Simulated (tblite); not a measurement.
# C2H5ClSi: the cost of one run

Computed with tblite 0.8.0 and PySCF 2.14.0; each step states its level. No surroundings beyond the atoms listed, unless a continuum is named. Atoms count from 0, parts from 1.

## Step 1: The system as given

9 atoms, charge 0, multiplicity 3; geometry: distance geometry start.

## Step 2: Relaxing the cluster with GFN2-xTB

The job: settings as JSON, then the geometry in Å.

```
{"job": {"kind": "relax", "xc": "GFN2-xTB", "basis": "xTB"}, "charge": 0, "multiplicity": 3}
C      1.559835     0.104532     0.842084
C      0.463087    -0.676889     0.132374
Si    -1.108916     0.311866    -0.086298
Cl     2.540908     1.060084    -0.274962
H      0.799067    -0.845561    -0.921495
H      0.312899    -1.608406     0.703047
H     -1.915491    -0.416588    -1.077688
H     -0.761051     1.659458    -0.510920
H     -1.908159     0.371949     1.168495
```

Method: GFN2-xTB geometry optimisation, gas phase.

On the command line:

```bash
$ OMP_NUM_THREADS=1 python cluster_run.py task.json out
```

The driver reads the jobs from task.json and runs them one after another.

Q: Estimate the wall time of this first job on 1 thread of Arm Neoverse V1, shared host.

About 1.5 s.
